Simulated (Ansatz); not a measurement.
Working through a rigid scan of one bond angle of CH5ClGeO, SMILES C[O][GeH2][Cl]

Program: the Ansatz DFT code, driven from Python.

Run as a notebook:

**Cell 1**
```python
import ansatz
from ase import Atoms
```

**Cell 2**
```python
atoms = Atoms(["C", "O", "Ge", "Cl", "H", "H", "H", "H", "H"], positions=[
    (-0.6752, 0.575, 0.9956),
    (-0.572, -0.6829, 0.4769),
    (0.5836, -0.5974, -0.8896),
    (0.9731, -2.5699, -1.7039),
    (-1.4497, 0.581, 1.8024),
    (0.2356, 1.0264, 1.389),
    (-1.1063, 1.3088, 0.2137),
    (2.0134, -0.0483, -0.3588),
    (0.0859, 0.361, -1.9424),
])
```

**Cell 3**
```python
# start the scan from a relaxed geometry
first = (
    ansatz.Crystal.molecule_from_ase(atoms).calculation()
    .basis(gaussian="def2-SVP")
    .functional("pbe0")
    .relax(force_tolerance=0.02, max_steps=80)
)
atoms.positions = first.run(threads=1).report["positions_ang"]
```

**Cell 4**
```python
rows = []
for angle in [85, 95, 105, 115, 125, 140, 160]:
    bent = atoms.copy()
    bent.set_angle(0, 1, 2, angle, indices=[2, 3, 7, 8])
    setup = (
        ansatz.Crystal.molecule_from_ase(bent).calculation()
        .basis(gaussian="def2-SVP")
        .correlation("mp2")
    )
    rows.append((angle, setup.run(threads=1).report["free_energy_ev"]))
floor = min(e for _, e in rows)
for angle, e in rows:
    print(f"angle C0-O1-Ge2 = {angle:3d} deg   {1000 * (e - floor):9.1f} meV")
```
Output:
```text
angle C0-O1-Ge2 =  85 deg      1105.7 meV
angle C0-O1-Ge2 =  95 deg       421.0 meV
angle C0-O1-Ge2 = 105 deg       112.5 meV
angle C0-O1-Ge2 = 115 deg         0.0 meV
angle C0-O1-Ge2 = 125 deg         0.5 meV
angle C0-O1-Ge2 = 140 deg       119.8 meV
angle C0-O1-Ge2 = 160 deg       340.8 meV
```

Reading the output:
- The scan is rigid, and the energies are electronic, in a modest basis. The zero is the lowest point of the grid, which needn't be the minimum.
- The start is relaxed with a density functional and scanned with the wavefunction method, so it isn't exactly that method's minimum.
- Hardware and time: 53 s on 1 thread of Arm Neoverse V2, on a shared host, peak memory 0.31 GiB.
